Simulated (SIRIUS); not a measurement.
# NiMoIrPdW (P3m1) in SIRIUS: band structure with PBE

Aim: the band structure of NiMoIrPdW with PBE.

Program: SIRIUS 7.12.0. These are calculated values, not measurements. Logs are shortened: lines on timing, memory, paths and dates and some standing lists are left out, and cuts for length are marked. The log counts tension as positive stress, the text compression.

## Step 1: Starting point

The structure is trigonal, space group P3m1 (No. 156). Conventional cell: a = 4.147 Å, b = 4.147 Å, c = 5.416 Å, α = 90.00°, β = 90.00°, γ = 120.00°. Ni (site symmetry 3m) is surrounded by 3 W at 2.40 Å and 3 Ir at 2.71 Å. Mo (site symmetry 3m) is surrounded by 1 W at 2.49 Å and 3 Ir at 2.64 Å and 3 Pd at 2.85 Å. Pd (site symmetry 3m) is surrounded by 2 Ir at 2.65 to 2.76 Å and 3 W at 2.76 Å and 3 Ni at 2.82 Å and 3 Mo at 2.85 Å. Around Ir (site symmetry 3m) lie 3 Mo at 2.64 Å and 2 Pd at 2.65 to 2.76 Å and 3 Ni at 2.71 Å and 3 W at 2.77 Å. W (site symmetry 3m) has 3 Ni at 2.40 Å and 1 Mo at 2.49 Å as nearest neighbours.

The cell was built by a generator and needn't be a form met in nature.

## Step 2: Band structure, PBE, non-collinear spin, ferromagnetic start, spin-orbit coupling

sirius.json

```json
{
  "control": {
    "processing_unit": "cpu",
    "std_evp_solver_name": "lapack",
    "gen_evp_solver_name": "lapack",
    "verbosity": 2,
    "print_forces": true,
    "ortho_rf": true,
    "use_second_variation": true,
    "rmt_max": 3.0,
    "num_bands_to_print": 24,
    "save_wf": true
  },
  "parameters": {
    "electronic_structure_method": "full_potential_lapwlo",
    "xc_functionals": ["XC_GGA_X_PBE", "XC_GGA_C_PBE"],
    "core_relativity": "dirac",
    "valence_relativity": "iora",
    "num_fv_states": 210,
    "smearing": "fermi_dirac",
    "smearing_width": 0.0018374661,
    "pw_cutoff": 22,
    "gk_cutoff": 4.15,
    "lmax_apw": 11,
    "lmax_rho": 8,
    "lmax_pot": 8,
    "num_mag_dims": 3,
    "auto_rmt": 0,
    "ngridk": [4, 4, 2],
    "shiftk": [0, 0, 0],
    "num_dft_iter": 80,
    "energy_tol": 1e-07,
    "density_tol": 5e-05,
    "use_symmetry": true,
    "so_correction": true
  },
  "settings": {"tol_ne": 1e-10},
  "iterative_solver": {"type": "exact"},
  "mixer": {"type": "anderson", "beta": 0.4, "max_history": 8},
  "unit_cell": {
    "lattice_vectors": [[7.836127321, 0.0, 0.0], [-3.9180636605, 6.7862899724, -0.0], [0.0, -0.0, 10.2353047115]],
    "atom_types": ["Ir", "Mo", "Ni", "Pd", "W"],
    "atom_files": {"Ir": "Ir.json", "Mo": "Mo.json", "Ni": "Ni.json", "Pd": "Pd.json", "W": "W.json"},
    "atoms": {
      "Ir": [[0.33333, 0.66667, 0.25641, 0.0, 0.0, 0.6]],
      "Mo": [[0.66667, 0.33333, 0.45996, 0.0, 0.0, 1.0]],
      "Ni": [[0.0, 0.0, 0.02221, 0.0, 0.0, 1.0]],
      "Pd": [[0.33333, 0.66667, 0.74601, 0.0, 0.0, 0.0]],
      "W": [[0.66667, 0.33333, 0.99985, 0.0, 0.0, 0.0]]
    }
  }
}
```

Ir.json

```json
{
  "name": "iridium",
  "symbol": "Ir",
  "number": 77,
  "mass": 192.217,
  "rmin": 1e-06,
  "rmt": 2.34,
  "nrmt": 800,
  "rinf": 13.6,
  "core": "1s2s2p3s3p3d4s4p4d",
  "valence": [
[... 32 lines left out ...]
    {
      "l": 3,
      "basis": [{"enu": -1.7496, "dme": 0, "n": 4, "auto": 1}, {"enu": -1.7496, "dme": 1, "n": 4, "auto": 1}]
    },
    {
      "l": 3,
      "basis": [{"enu": -1.7496, "dme": 1, "n": 4, "auto": 1}, {"enu": 0.32, "dme": 0, "n": 0, "auto": 0}]
    },
    {"l": 3, "basis": [{"enu": 0.32, "dme": 0, "n": 0, "auto": 0}, {"enu": 4.557, "dme": 0, "n": 0, "auto": 0}]},
    {"l": 4, "basis": [{"enu": 0.32, "dme": 0, "n": 0, "auto": 0}, {"enu": 0.32, "dme": 1, "n": 0, "auto": 0}]},
    {"l": 4, "basis": [{"enu": 0.32, "dme": 0, "n": 0, "auto": 0}, {"enu": 3.8265, "dme": 0, "n": 0, "auto": 0}]}
  ],
  "free_atom": [... radial grid and density of the free atom, the start of the SCF ...]
}
```

Mo.json

```json
{
  "name": "molybdenum",
  "symbol": "Mo",
  "number": 42,
[... 28 lines left out ...]
    },
    {
      "l": 1,
      "basis": [{"enu": -0.9513, "dme": 1, "n": 4, "auto": 1}, {"enu": 0.32, "dme": 0, "n": 0, "auto": 0}]
    },
    {"l": 1, "basis": [{"enu": 0.32, "dme": 0, "n": 0, "auto": 0}, {"enu": 3.9546, "dme": 0, "n": 0, "auto": 0}]},
    {"l": 2, "basis": [{"enu": 0.32, "dme": 0, "n": 0, "auto": 0}, {"enu": 0.32, "dme": 1, "n": 0, "auto": 0}]},
    {"l": 2, "basis": [{"enu": 0.32, "dme": 1, "n": 0, "auto": 0}, {"enu": 0.32, "dme": 2, "n": 0, "auto": 0}]},
    {"l": 2, "basis": [{"enu": 0.32, "dme": 0, "n": 0, "auto": 0}, {"enu": 3.4015, "dme": 0, "n": 0, "auto": 0}]},
    {"l": 3, "basis": [{"enu": 0.32, "dme": 0, "n": 0, "auto": 0}, {"enu": 0.32, "dme": 1, "n": 0, "auto": 0}]},
    {"l": 3, "basis": [{"enu": 0.32, "dme": 0, "n": 0, "auto": 0}, {"enu": 3.757, "dme": 0, "n": 0, "auto": 0}]}
  ],
  "free_atom": [... radial grid and density of the free atom, the start of the SCF ...]
}
```

Ni.json

```json
{
  "name": "nickel",
  "symbol": "Ni",
  "number": 28,
  "mass": 58.6934,
  "rmin": 1e-06,
  "rmt": 2.12,
  "nrmt": 800,
  "rinf": 14.89,
[... 26 lines left out ...]
      "basis": [{"enu": -2.0809, "dme": 1, "n": 3, "auto": 1}, {"enu": 0.32, "dme": 0, "n": 0, "auto": 0}]
    },
    {"l": 1, "basis": [{"enu": 0.32, "dme": 0, "n": 0, "auto": 0}, {"enu": 4.414, "dme": 0, "n": 0, "auto": 0}]},
    {"l": 2, "basis": [{"enu": 0.309, "dme": 0, "n": 0, "auto": 0}, {"enu": 0.309, "dme": 1, "n": 0, "auto": 0}]},
    {"l": 2, "basis": [{"enu": 0.309, "dme": 1, "n": 0, "auto": 0}, {"enu": 0.309, "dme": 2, "n": 0, "auto": 0}]},
    {"l": 2, "basis": [{"enu": 0.309, "dme": 0, "n": 0, "auto": 0}, {"enu": 3.78, "dme": 0, "n": 0, "auto": 0}]},
    {"l": 3, "basis": [{"enu": 0.32, "dme": 0, "n": 0, "auto": 0}, {"enu": 0.32, "dme": 1, "n": 0, "auto": 0}]},
    {"l": 3, "basis": [{"enu": 0.32, "dme": 0, "n": 0, "auto": 0}, {"enu": 4.1915, "dme": 0, "n": 0, "auto": 0}]}
  ],
  "free_atom": [... radial grid and density of the free atom, the start of the SCF ...]
}
```

Pd.json

```json
{
  "name": "palladium",
  "symbol": "Pd",
  "number": 46,
[... 22 lines left out ...]
    },
    {
      "l": 1,
      "basis": [{"enu": -1.4049, "dme": 1, "n": 4, "auto": 1}, {"enu": 0.32, "dme": 0, "n": 0, "auto": 0}]
    },
    {"l": 1, "basis": [{"enu": 0.32, "dme": 0, "n": 0, "auto": 0}, {"enu": 3.9546, "dme": 0, "n": 0, "auto": 0}]},
    {"l": 2, "basis": [{"enu": 0.32, "dme": 0, "n": 0, "auto": 0}, {"enu": 0.32, "dme": 1, "n": 0, "auto": 0}]},
    {"l": 2, "basis": [{"enu": 0.32, "dme": 1, "n": 0, "auto": 0}, {"enu": 0.32, "dme": 2, "n": 0, "auto": 0}]},
    {"l": 2, "basis": [{"enu": 0.32, "dme": 0, "n": 0, "auto": 0}, {"enu": 3.4015, "dme": 0, "n": 0, "auto": 0}]},
    {"l": 3, "basis": [{"enu": 0.32, "dme": 0, "n": 0, "auto": 0}, {"enu": 0.32, "dme": 1, "n": 0, "auto": 0}]},
    {"l": 3, "basis": [{"enu": 0.32, "dme": 0, "n": 0, "auto": 0}, {"enu": 3.757, "dme": 0, "n": 0, "auto": 0}]}
  ],
  "free_atom": [... radial grid and density of the free atom, the start of the SCF ...]
}
```

W.json

```json
{
  "name": "tungsten",
  "symbol": "W",
  "number": 74,
  "mass": 183.84,
  "rmin": 1e-06,
  "rmt": 2.34,
  "nrmt": 800,
  "rinf": 14.93,
  "core": "1s2s2p3s3p3d4s4p4d",
  "valence": [
[... 32 lines left out ...]
    {
      "l": 3,
      "basis": [{"enu": -0.7462, "dme": 0, "n": 4, "auto": 1}, {"enu": -0.7462, "dme": 1, "n": 4, "auto": 1}]
    },
    {
      "l": 3,
      "basis": [{"enu": -0.7462, "dme": 1, "n": 4, "auto": 1}, {"enu": 0.32, "dme": 0, "n": 0, "auto": 0}]
    },
    {"l": 3, "basis": [{"enu": 0.32, "dme": 0, "n": 0, "auto": 0}, {"enu": 4.557, "dme": 0, "n": 0, "auto": 0}]},
    {"l": 4, "basis": [{"enu": 0.32, "dme": 0, "n": 0, "auto": 0}, {"enu": 0.32, "dme": 1, "n": 0, "auto": 0}]},
    {"l": 4, "basis": [{"enu": 0.32, "dme": 0, "n": 0, "auto": 0}, {"enu": 3.8265, "dme": 0, "n": 0, "auto": 0}]}
  ],
  "free_atom": [... radial grid and density of the free atom, the start of the SCF ...]
}
```

sirius_start.json

```json
{
  "control": {
    "processing_unit": "cpu",
    "std_evp_solver_name": "lapack",
    "gen_evp_solver_name": "lapack",
    "verbosity": 1,
    "print_forces": false,
    "ortho_rf": true,
    "use_second_variation": true,
    "rmt_max": 3.0,
    "num_bands_to_print": 24,
    "save_wf": false
  },
  "parameters": {
    "electronic_structure_method": "full_potential_lapwlo",
    "xc_functionals": ["XC_LDA_X", "XC_LDA_C_PW"],
    "core_relativity": "dirac",
    "valence_relativity": "iora",
    "num_fv_states": 210,
    "smearing": "fermi_dirac",
    "smearing_width": 0.0055123983,
    "pw_cutoff": 22,
    "gk_cutoff": 3.32,
    "lmax_apw": 11,
    "lmax_rho": 8,
    "lmax_pot": 8,
    "num_mag_dims": 3,
    "auto_rmt": 0,
    "ngridk": [2, 2, 1],
    "shiftk": [0, 0, 0],
    "num_dft_iter": 30,
    "energy_tol": 0.01,
    "density_tol": 0.05,
    "use_symmetry": true,
    "so_correction": true
  },
  "settings": {"tol_ne": 1e-10},
  "iterative_solver": {"type": "exact"},
  "mixer": {"type": "anderson", "beta": 0.4, "max_history": 8},
  "unit_cell": {
    "lattice_vectors": [[7.836127321, 0.0, 0.0], [-3.9180636605, 6.7862899724, -0.0], [0.0, -0.0, 10.2353047115]],
    "atom_types": ["Ir", "Mo", "Ni", "Pd", "W"],
    "atom_files": {"Ir": "Ir.json", "Mo": "Mo.json", "Ni": "Ni.json", "Pd": "Pd.json", "W": "W.json"},
    "atoms": {
      "Ir": [[0.33333, 0.66667, 0.25641, 0.0, 0.0, 0.6]],
      "Mo": [[0.66667, 0.33333, 0.45996, 0.0, 0.0, 1.0]],
      "Ni": [[0.0, 0.0, 0.02221, 0.0, 0.0, 1.0]],
      "Pd": [[0.33333, 0.66667, 0.74601, 0.0, 0.0, 0.0]],
      "W": [[0.66667, 0.33333, 0.99985, 0.0, 0.0, 0.0]]
    }
  }
}
```

sirius_bands.json

```json
{
  "control": {
    "processing_unit": "cpu",
    "std_evp_solver_name": "lapack",
    "gen_evp_solver_name": "lapack",
    "verbosity": 2,
    "print_forces": true,
    "ortho_rf": true,
    "use_second_variation": true,
    "rmt_max": 3.0,
    "num_bands_to_print": 24,
    "save_wf": true
  },
  "parameters": {
    "electronic_structure_method": "full_potential_lapwlo",
    "xc_functionals": ["XC_GGA_X_PBE", "XC_GGA_C_PBE"],
    "core_relativity": "dirac",
    "valence_relativity": "iora",
    "num_fv_states": 210,
    "smearing": "fermi_dirac",
    "smearing_width": 0.0018374661,
    "pw_cutoff": 22,
    "gk_cutoff": 4.15,
    "lmax_apw": 11,
    "lmax_rho": 8,
    "lmax_pot": 8,
    "num_mag_dims": 3,
    "auto_rmt": 0,
    "ngridk": [4, 4, 2],
    "shiftk": [0, 0, 0],
    "num_dft_iter": 80,
    "energy_tol": 1e-07,
    "density_tol": 5e-05,
    "use_symmetry": true,
    "so_correction": true
  },
  "settings": {"tol_ne": 1e-10},
  "iterative_solver": {"type": "exact"},
  "mixer": {"type": "anderson", "beta": 0.4, "max_history": 8},
  "unit_cell": {
    "lattice_vectors": [[7.836127321, 0.0, 0.0], [-3.9180636605, 6.7862899724, -0.0], [0.0, -0.0, 10.2353047115]],
    "atom_types": ["Ir", "Mo", "Ni", "Pd", "W"],
    "atom_files": {"Ir": "Ir.json", "Mo": "Mo.json", "Ni": "Ni.json", "Pd": "Pd.json", "W": "W.json"},
    "atoms": {
      "Ir": [[0.33333, 0.66667, 0.25641, 0.0, 0.0, 0.6]],
      "Mo": [[0.66667, 0.33333, 0.45996, 0.0, 0.0, 1.0]],
      "Ni": [[0.0, 0.0, 0.02221, 0.0, 0.0, 1.0]],
      "Pd": [[0.33333, 0.66667, 0.74601, 0.0, 0.0, 0.0]],
      "W": [[0.66667, 0.33333, 0.99985, 0.0, 0.0, 0.0]]
    }
  },
  "kpoints_rel": {
    "G": [0.0, 0.0, 0.0],
    "A": [0.0, 0.0, 0.5],
    "H": [0.3333333333, 0.3333333333, 0.5],
    "K": [0.3333333333, 0.3333333333, 0.0],
    "L": [0.5, 0.0, 0.5],
    "M": [0.5, 0.0, 0.0]
  },
  "kpoints_path": ["G", "M", "K", "G", "A", "L", "H", "A"]
}
```

Potentials or basis: all-electron FP-LAPW, apw+lo standard.

The run is started by

```bash
$ OMP_NUM_THREADS=2 sirius.scf --input=sirius_start.json --output=start.json
$ OMP_NUM_THREADS=2 sirius.scf --input=sirius.json --output=output.json --task=1
$ OMP_NUM_THREADS=2 sirius.scf --input=sirius_bands.json --output=bands_out.json --task=2
```

The program printed:

```text
[info] SIRIUS version : 7.12.0
[info] number of MPI ranks           : 1
[info] MPI grid                      : 1 1
[info] maximum number of OMP threads : 2
[fft] FFT context for density and potential
[fft] =====================================
[fft]   plane wave cutoff                     : 22
[fft]   grid size                             : 60 60 75   total : 270000
[fft]   grid limits                           : -29 30   -29 30   -37 37
[fft]   number of G-vectors within the cutoff : 97931
[fft]   number of G-shells                    : 13043
[fft] FFT context for coarse grid
[fft] =====================================
[fft]   plane wave cutoff                     : 8.3
[fft]   grid size                             : 24 24 30   total : 17280
[fft]   grid limits                           : -11 12   -11 12   -14 15
[fft]   number of G-vectors within the cutoff : 5289
[fft]   number of G-shells                    : 781
[unit cell] lattice vectors
[unit cell]   a1 :       7.8361273210      0.0000000000      0.0000000000
[unit cell]   a2 :      -3.9180636605      6.7862899724     -0.0000000000
[unit cell]   a3 :       0.0000000000     -0.0000000000     10.2353047115
[unit cell] reciprocal lattice vectors
[unit cell]   b1 :       0.8018227691      0.4629322747      0.0000000000
[unit cell]   b2 :      -0.0000000000      0.9258645494      0.0000000000
[unit cell]   b3 :      -0.0000000000      0.0000000000      0.6138737912
[... 875 lines left out ...]
[find] total charge          : 266.999983
[find] total moment          : [  0.14371,  -0.00046,   0.01626], magnitude : 0.144628
[find] Energy
[find] --------------------------------------------------------------------------------
[find] valence_eval_sum               :     -86.42858447
[find] core_eval_sum                  :  -27058.23703804
[find] kinetic energy                 :   49579.78753675
[find] enuc                           :  -55510.58316848
[find] <rho|V^{XC}>                   :   -1314.80300378
[find] <rho|E^{XC}>                   :   -1006.19497576
[find] <mag|B^{XC}>                   :      -0.00025268
[find] <rho|V^{H}>                    :  -75409.64990281
[find] smearing (-TS)                 :      -0.00070621
[find] SCF correction                 :       0.00033518
[find] Total energy                   :  -44641.81522370 (Ha),  -89283.63044740 (Ry)
[find] Free energy (E-TS)             :  -44641.81592991 (Ha),  -89283.63185982 (Ry)
[find] band gap (eV)                  :       0.00000000
[find] Efermi                         :       0.41587298
[ground_state]
[ground_state] ==== total Forces in Ha/bohr =====
[ground_state] atom:    0, force:      -0.0000007      0.0000042      0.0027194
[ground_state] atom:    1, force:       0.0000133      0.0000045     -0.0101813
[ground_state] atom:    2, force:       0.0000077     -0.0000039     -0.0022111
[ground_state] atom:    3, force:      -0.0000012      0.0000074      0.0027573
[ground_state] atom:    4, force:      -0.0000191     -0.0000142      0.0079213
[ground_state] ==== contribution from density =====
[ground_state] atom:    0, force:      -0.0003872     -0.0003146      0.1736212
[ground_state] atom:    1, force:       0.0000758     -0.0003571     -0.4093084
[ground_state] atom:    2, force:      -0.0000644      0.0000547     -0.1095635
[ground_state] atom:    3, force:      -0.0001867     -0.0006516     -0.3685335
[ground_state] atom:    4, force:       0.0004369     -0.0004439      0.8678051
[ground_state] ==== contribution from Hartree potential =====
[ground_state] atom:    0, force:       0.0004034      0.0003035     -0.1680874
[ground_state] atom:    1, force:      -0.0000880      0.0003539      0.5302217
[ground_state] atom:    2, force:       0.0000700     -0.0000595      0.1100710
[ground_state] atom:    3, force:       0.0001952      0.0006526      0.3451247
[ground_state] atom:    4, force:      -0.0004504      0.0004401     -0.9737286
[ground_state] ==== contribution from IBS =====
[ground_state] atom:    0, force:      -0.0000170      0.0000154     -0.0028144
[ground_state] atom:    1, force:       0.0000255      0.0000076     -0.1310946
[ground_state] atom:    2, force:       0.0000020      0.0000009     -0.0027186
[ground_state] atom:    3, force:      -0.0000097      0.0000065      0.0261661
[ground_state] atom:    4, force:      -0.0000056     -0.0000103      0.1138448
```

Wall time 19 min (2 threads of AMD EPYC 7R13 (Zen 3), shared host); peak memory 2.9 GiB.

The run converged, but some of its settings lie outside the range that counts as converged, so its numbers aren't taken as properties of the crystal.

What came out:

- Largest force: 0.524 eV/Å
- Band gap along the path: none (metal or under the smearing width)
- All electrons inside the program's atomic spheres: Ni 26.76; Mo 39.40; Pd 44.14; Ir 74.87; W 71.48 (radii Ir 2.34, Mo 2.25, Ni 2.12, Pd 2.25, W 2.34 bohr)

Caveat: the k mesh is coarse (spacing up to 0.58 Å⁻¹), so the values aren't converged; the basis has no p1/2 orbitals, so spin-orbit splittings of heavy p shells come out too small; spin-orbit coupling enters by second variation, whose total energy isn't converged in the number of states and isn't listed, and the forces lack its term; a moment of about a tenth of a μB was left, which can be a remnant of the start and isn't listed.
